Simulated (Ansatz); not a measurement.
# CrC5: the cost of one run

Method: DFT PBE, scalar-relativistic, plane waves, PAW, unless a step names another level, in Ansatz 0.2.0.

4 further runs of the same task are left out: 4 set aside as unsound or not needed.

## 1. The formula and the candidates

Pauling electronegativities: Cr 1.66, C 2.55 (spread 0.89). No set of common oxidation states balances it. Tabulated atomic sizes suggest about 12 Å³/atom. 26 candidates were drawn, by swapping species into database cells of other compounds, at random by space group and Wyckoff sites, or by hand, as the table says:

```
name                                         made from  space group no.                Wyckoff sites  atoms (primitive cell)  V (Å³/atom)
 c01                                            random               47      Cr 1e; C 1a, 2s, 1c, 1h                       6         13.5
 c02                                            random              183              Cr 1a; C 2b, 3c                       6         12.5
 c03                            database cell of Mg5Ag              189              Cr 1a; C 2c, 3g                       6         14.8
 c04                                            random              191          Cr 1a; C 2d, 2e, 1b                       6         12.4
 c05                                            random              191          Cr 1b; C 2e, 2c, 1a                       6         12.7
 c06                              built by hand: CaCu5              191              Cr 1a; C 2c, 3g                       6         11.0
 c07                                            random               99          Cr 1b; C 2c, 2c, 1b                       6         14.1
 c08  built by hand: AlB2-like CrC2 slab plus graphene              191          Cr 2e; C 4h, 4h, 2c                      12         10.8
 c09                                            random              191              Cr 1b; C 3g, 2e                       6         13.6
 c10                            database cell of Be5Fe              216             Cr 4d; C 16e, 4b                       6         13.2
 c11                            database cell of LuCu5              216             Cr 4a; C 16e, 4c                       6         12.2
 c12                            database cell of BaSn5              191              Cr 1b; C 4h, 1a                       6         13.1
 c13                                            random              123              Cr 1a; C 4l, 1b                       6         13.2
 c14          built by hand: Cr bilayer in AB graphite              164  Cr 2d; C 2c, 2d, 2d, 2c, 2d                      12         10.8
 c15                              built by hand: AuBe5              216             Cr 4a; C 16e, 4d                       6         10.9
 c16                                            random              183          Cr 1a; C 2b, 2b, 1a                       6         12.3
 c17                                            random               99              Cr 1b; C 4d, 1b                       6         12.9
 c18                            database cell of ZrNi5              216             Cr 4a; C 4d, 16e                       6         14.1
 c19                                            random              123              Cr 1c; C 4m, 1a                       6         14.0
 c20            built by hand: Cr-substituted graphite              189              Cr 1a; C 2c, 3f                       6         10.8
 c21                                            random              187              Cr 1f; C 2h, 3j                       6         12.1
 c22                                            random              139              Cr 2a; C 8g, 2b                       6         15.0
 c23                                            random              216             Cr 4b; C 16e, 4c                       6         13.4
 c24                            database cell of LaCo5              191              Cr 1a; C 2c, 3g                       6         13.1
 c25                                            random              215              Cr 1b; C 4e, 1a                       6         12.1
 c26                            database cell of Li5Mg              189              Cr 1b; C 3f, 2d                       6         16.8
```

## 2. Screening run of c08

input.yaml reads:

```yaml
crystal:
  lattice:
    - [2.79886631, 0.0, 0.0]
    - [-1.39943316, 2.42388933, 0.0]
    - [0.0, 0.0, 19.10337323]
  atoms:
    - { symbol: Cr, position: [0.0, 0.0, 0.898], spin: 3.0 }
    - { symbol: Cr, position: [0.0, 0.0, 0.102], spin: 3.0 }
    - { symbol: C, position: [0.66666667, 0.33333333, 0.401] }
    - { symbol: C, position: [0.33333333, 0.66666667, 0.401] }
    - { symbol: C, position: [0.33333333, 0.66666667, 0.599] }
    - { symbol: C, position: [0.66666667, 0.33333333, 0.599] }
    - { symbol: C, position: [0.33333333, 0.66666667, 0.7965] }
    - { symbol: C, position: [0.66666667, 0.33333333, 0.7965] }
    - { symbol: C, position: [0.33333333, 0.66666667, 0.0] }
    - { symbol: C, position: [0.66666667, 0.33333333, 0.0] }
    - { symbol: C, position: [0.66666667, 0.33333333, 0.2035] }
    - { symbol: C, position: [0.33333333, 0.66666667, 0.2035] }
basis:
  ecutwfc: 420
kpoints:
  mp_grid: { grid: [7, 7, 1] }
hamiltonian:
  xc: pbe
scf:
  occupations: { method: gaussian, width: 0.2 }
  lower_state_search: "off"
output:
  forces: true
  stress: true
  eigenvalues: true
  populations: true
magnetization:
  spin_polarized: true
relax:
  adjacent_minimum: "off"
  f_tol: 0.08
  max_steps: 16
  cell: { stress_tol: 0.8 }
```

Command:

```console
$ ansatz run input.yaml --threads 1 --pin off --max-ram 2560MiB --backend cpu --events-out ev --progress --plain --runs-dir out
```

What time and memory should one allow on 1 thread of Intel Xeon 6975P-C (Granite Rapids), shared host?

About 56 s, with a peak of 0.49 GiB.
